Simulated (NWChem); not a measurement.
# SiHF3 (SMILES F[SiH](F)F): levels of theory compared

We compute a comparison of 5 runs (HF/STO-3G, HF/3-21G, B3LYP/6-31G*, B2PLYP/def2-SVPD) of SiHF3. 

The results are computed with NWChem 7.3.0.

2 further runs of the same task are left out: 1 that didn't finish, 1 set aside as unsound or not needed.

## Step 1: Starting point

SiHF3: 5 atoms, total charge 0, spin state singlet. SMILES: `F[SiH](F)F`. The coordinates come from a PBE0-D4/def2-TZVP relaxation.

Bond lengths: F1–Si2 1.573 Å, Si2–F3 1.573 Å, Si2–F4 1.573 Å, Si2–H5 1.461 Å. Angles: F1–Si2–F3 108.3°, F1–Si2–F4 108.3°, F3–Si2–F4 108.3°, F1–Si2–H5 110.7°, F3–Si2–H5 110.7°, F4–Si2–H5 110.7°.

## Step 2: Energy and forces at HF/STO-3G (run 1)

The input, run.py:

```python
from ase import Atoms
from ase.calculators.nwchem import NWChem

atoms = Atoms('FSiFFH', positions=[
    [-0.447100, -0.082200, 1.491300],
    [0.040700, 0.001700, -0.001800],
    [-0.597100, 1.281400, -0.657200],
    [-0.495900, -1.263300, -0.767200],
    [1.499400, 0.062400, -0.065100],
])

calc = NWChem(
    label='f3hsi',
    theory='scf',
    memory='2200 mb',
    basis='STO-3G',
    basispar='spherical bse',
    scf={'nopen': '0', 'rhf': None, 'thresh': '1e-08', 'maxiter': '80'},
)
atoms.calc = calc

forces = atoms.get_forces()
print(f"energy = {atoms.get_potential_energy():.6f} eV")
print("forces (eV/A):")
for s, f in zip(atoms.symbols, forces):
    print(f"{s:2s} {f[0]:10.5f} {f[1]:10.5f} {f[2]:10.5f}")
print("dipole (e A):", atoms.get_dipole_moment().round(4))
```

Run with:

```console
export ASE_NWCHEM_COMMAND="nwchem PREFIX.nwi > PREFIX.nwo"
python run.py
```

Standard output:

```text
energy = -15792.301461 eV
forces (eV/A):
F    -0.37713   -0.05487    0.92081
Si    2.39431    0.09904   -0.09904
F    -0.47149    0.78748   -0.40176
F    -0.40896   -0.78444   -0.46938
H    -1.13679   -0.04715    0.04931
dipole (e A): [ 0.2244  0.0094 -0.0098]
```

The calculator wrote f3hsi.nwi:

```
title "f3hsi"

permanent_dir f3hsi

scratch_dir f3hsi

start f3hsi

geometry units angstrom nocenter noautosym noautoz
  F  -4.4710000000000000e-01 -8.2199999999999995e-02 1.4913000000000001e+00
  Si 4.0700000000000000e-02 1.6999999999999999e-03 -1.8000000000000000e-03
  F  -5.9709999999999996e-01 1.2814000000000001e+00 -6.5720000000000001e-01
  F  -4.9590000000000001e-01 -1.2633000000000001e+00 -7.6719999999999999e-01
  H  1.4994000000000001e+00 6.2399999999999997e-02 -6.5100000000000005e-02
end

memory 2200 mb

basis spherical bse noprint
   * library STO-3G
end

scf
  nopen 0
  rhf
  thresh 1e-08
  maxiter 80
end

task scf gradient
```

f3hsi.nwo:

```text
Northwest Computational Chemistry Package (NWChem) 7.3.0
             --------------------------------------------------------

           Job information
           ---------------

    nwchem branch   = 7.3.0
    use scalapack   = T
    input           = f3hsi.nwi
    prefix          = f3hsi.
    data base       = f3hsi/f3hsi.db
    status          = startup
    nproc           =        1

           Memory information
           ------------------

    heap     =     72089596 doubles =      550.0 Mbytes
    stack    =     72089601 doubles =      550.0 Mbytes
    global   =    144179200 doubles =     1100.0 Mbytes (distinct from heap & stack)
    total    =    288358397 doubles =     2200.0 Mbytes
    verify   = yes
    hardfail = no

[... 127 lines left out ...]
 Convergence threshold     :          1.000E-08
[... 13 lines left out ...]
       Final RHF  results
[... 3 lines left out ...]
      One-electron energy =  -1190.652958811744
[... 1 line left out ...]
 Nuclear repulsion energy =    188.407864049543
[... 33 lines left out ...]
                       ROHF Final Molecular Orbital Analysis
[... 170 lines left out ...]
    atom               coordinates                        gradient
                 x          y          z           x          y          z
   1 F      -0.844896  -0.155335   2.818148    0.007334   0.001067  -0.017907
   2 Si      0.076912   0.003213  -0.003402   -0.046562  -0.001926   0.001926
   3 F      -1.128355   2.421495  -1.241928    0.009169  -0.015314   0.007813
   4 F      -0.937115  -2.387291  -1.449798    0.007953   0.015255   0.009128
   5 H       2.833455   0.117919  -0.123021    0.022107   0.000917  -0.000959

                 ----------------------------------------
                 |  Time  |  1-e(secs)   |  2-e(secs)   |
                 ----------------------------------------
                 |  CPU   |       0.00   |       0.09   |
                 ----------------------------------------
                 |  WALL  |       0.00   |       0.09   |
                 ----------------------------------------

 Task  times  cpu:        0.6s     wall:        0.6s
 Total times  cpu:        0.6s     wall:        0.6s
```

Wall time 1.7 s (1 thread of Intel Xeon 6975P-C (Granite Rapids), shared host); peak memory 0.1 GiB.

## Step 3: Energy and gradient at HF/3-21G (run 2)

The input, f3hsi.xyz:

```xyz
5
F3HSi gradient
F     -0.447100    -0.082200     1.491300
Si     0.040700     0.001700    -0.001800
F     -0.597100     1.281400    -0.657200
F     -0.495900    -1.263300    -0.767200
H      1.499400     0.062400    -0.065100
```

The input, run.py:

```python
from ase.io import read
from ase.calculators.nwchem import NWChem

system = read('f3hsi.xyz')

calc = NWChem(
    label='f3hsi',
    theory='scf',
    memory='2200 mb',
    basis='3-21G',
    basispar='spherical bse',
    scf={'nopen': '0', 'rhf': None, 'thresh': '1e-08', 'maxiter': '80'},
)
system.calc = calc

forces = system.get_forces()
e = system.get_potential_energy()
print(f"E = {e:.6f} eV")
print("forces (eV/A):")
for s, f in zip(system.symbols, forces):
    print(f"{s:2s} {f[0]:10.5f} {f[1]:10.5f} {f[2]:10.5f}")
print("dipole (e A):", system.get_dipole_moment().round(4))
```

Run with:

```console
export ASE_NWCHEM_COMMAND="nwchem PREFIX.nwi > PREFIX.nwo"
python run.py
```

Standard output:

```text
E = -15915.212862 eV
forces (eV/A):
F    -0.59254   -0.07662    1.22529
Si    2.24781    0.09287   -0.09220
F    -0.71723    1.03970   -0.52831
F    -0.63434   -1.04346   -0.61799
H    -0.30370   -0.01250    0.01316
dipole (e A): [ 0.4073  0.017  -0.0178]
```

The calculator wrote f3hsi.nwi:

```
title "f3hsi"

permanent_dir f3hsi

scratch_dir f3hsi

start f3hsi

geometry units angstrom nocenter noautosym noautoz
  F  -4.4710000000000000e-01 -8.2199999999999995e-02 1.4913000000000001e+00
  Si 4.0700000000000000e-02 1.6999999999999999e-03 -1.8000000000000000e-03
  F  -5.9709999999999996e-01 1.2814000000000001e+00 -6.5720000000000001e-01
  F  -4.9590000000000001e-01 -1.2633000000000001e+00 -7.6719999999999999e-01
  H  1.4994000000000001e+00 6.2399999999999997e-02 -6.5100000000000005e-02
end

memory 2200 mb

basis spherical bse noprint
   * library 3-21G
end

scf
  nopen 0
  rhf
  thresh 1e-08
  maxiter 80
end

task scf gradient
```

f3hsi.nwo:

```text
Northwest Computational Chemistry Package (NWChem) 7.3.0
             --------------------------------------------------------

           Job information
           ---------------

    nwchem branch   = 7.3.0
    use scalapack   = T
    input           = f3hsi.nwi
    prefix          = f3hsi.
    data base       = f3hsi/f3hsi.db
    status          = startup
    nproc           =        1

           Memory information
           ------------------

    heap     =     72089596 doubles =      550.0 Mbytes
    stack    =     72089601 doubles =      550.0 Mbytes
    global   =    144179200 doubles =     1100.0 Mbytes (distinct from heap & stack)
    total    =    288358397 doubles =     2200.0 Mbytes
    verify   = yes
    hardfail = no

[... 127 lines left out ...]
 Convergence threshold     :          1.000E-08
[... 13 lines left out ...]
       Final RHF  results
[... 3 lines left out ...]
      One-electron energy =  -1190.478941619317
[... 1 line left out ...]
 Nuclear repulsion energy =    188.407864049543
[... 39 lines left out ...]
                       ROHF Final Molecular Orbital Analysis
[... 212 lines left out ...]
    atom               coordinates                        gradient
                 x          y          z           x          y          z
   1 F      -0.844896  -0.155335   2.818148    0.011523   0.001490  -0.023828
   2 Si      0.076912   0.003213  -0.003402   -0.043713  -0.001806   0.001793
   3 F      -1.128355   2.421495  -1.241928    0.013948  -0.020219   0.010274
   4 F      -0.937115  -2.387291  -1.449798    0.012336   0.020292   0.012018
   5 H       2.833455   0.117919  -0.123021    0.005906   0.000243  -0.000256

                 ----------------------------------------
                 |  Time  |  1-e(secs)   |  2-e(secs)   |
                 ----------------------------------------
                 |  CPU   |       0.00   |       0.19   |
                 ----------------------------------------
                 |  WALL  |       0.00   |       0.19   |
                 ----------------------------------------

 Task  times  cpu:        1.1s     wall:        1.1s
 Total times  cpu:        1.2s     wall:        1.2s
```

Run time: 2.2 s. Hardware: 1 thread of Intel Xeon 6975P-C (Granite Rapids), shared host; peak memory 0.1 GiB.

Runs 3 to 4 aren't shown in full; the table further down has their settings and results.

## Step 4: A single-point energy at B2PLYP/def2-SVPD (run 5)

The input, f3hsi.nw:

```
start f3hsi
memory stack 880 mb heap 220 mb global 1100 mb
charge 0

geometry units angstrom noautosym nocenter noautoz
 F    -0.447100   -0.082200    1.491300
 Si    0.040700    0.001700   -0.001800
 F    -0.597100    1.281400   -0.657200
 F    -0.495900   -1.263300   -0.767200
 H     1.499400    0.062400   -0.065100
end

basis spherical bse
 * library def2-SVPD
end

dft
 xc hfexch 0.53 becke88 0.47 lyp 0.73 mp2 0.27
 dftmp2 semidirect
 grid fine
 convergence energy 1e-08
 iterations 100
 mulliken
 print low
end

mp2
 freeze core 8
end

task dft energy
```

Run with:

```console
nwchem f3hsi.nw > f3hsi.out
```

Standard output:

```text
[...]
 d= 0,ls=0.0,diis     1   -588.8694623409 -7.77D+02  1.54D-02  7.89D-01     1.3
[...]
 d= 0,ls=0.0,diis     7   -588.9525543598 -2.77D-09  3.47D-07  7.09D-10     8.2
         Total DFT energy =     -588.952554359850
      One electron energy =    -1193.794899121757
           Coulomb energy =      468.723955637418
    Exchange-Corr. energy =      -52.289474925054
 Nuclear repulsion energy =      188.407864049543
[...]
      Total Density - Mulliken Population Analysis
     ---------------------------------------------
    Atom       Charge   Shell Charges
 -----------   ------   -------------------------------------------------------
    1 F    9     9.67   1.99  1.13  0.79  0.15  3.36  2.04  0.20  0.01  0.01
    2 Si  14    11.86   2.00  1.98  0.81 -0.80  0.17  5.93  1.04  0.14  0.55  0.03
    3 F    9     9.67   1.99  1.13  0.79  0.15  3.36  2.04  0.20  0.01  0.01
    4 F    9     9.67   1.99  1.13  0.79  0.15  3.36  2.04  0.20  0.01  0.01
    5 H    1     1.15   0.75  0.34  0.01  0.05
[...]
  Basis functions       =    101
[...]
```

Wall time 11 s (1 thread of Intel Xeon 6975P-C (Granite Rapids), shared host); peak memory 0.3 GiB.

## Step 5: The series

```tsv
run	level	iteration cap	module	energy (Eh)	dipole moment (D)	HOMO energy (eV)	LUMO energy (eV)	wall time
1	HF/STO-3G	80	scf	-580.356379	1.08	-10.89	12.69	1.7 s
2	HF/3-21G	80	scf	-584.873290	1.96	-15.29	5.74	2.2 s
3	B3LYP/6-31G* (spherical functions)	100	dft	-589.795356	1.26	-10.71	1.46	10 s
4	B3LYP/6-31G* (Cartesian functions)	100	dft	-589.801683	1.26	-10.72	1.42	12 s
5	B2PLYP/def2-SVPD	100	dft	-589.172877	–	–	–	11 s
```

## Step 6: What came out

| quantity | value |
| --- | --- |
| run 5: total energy | -589.17288 Eh |

What this shows: Over runs 1, 2, 3, 4 the dipole moment (its size) runs from 1.08 D (HF/STO-3G) to 1.96 D (HF/3-21G). Over runs 1, 2, 3, 4 the HOMO–LUMO gap runs from 12.13 eV (B3LYP/6-31G*) to 23.58 eV (HF/STO-3G). The two ends differ in method and basis. Totals of different functionals can't be ranked against each other. In run 1 the basis is minimal, so the values are rough. All runs together took 38 s, the longest 12 s.
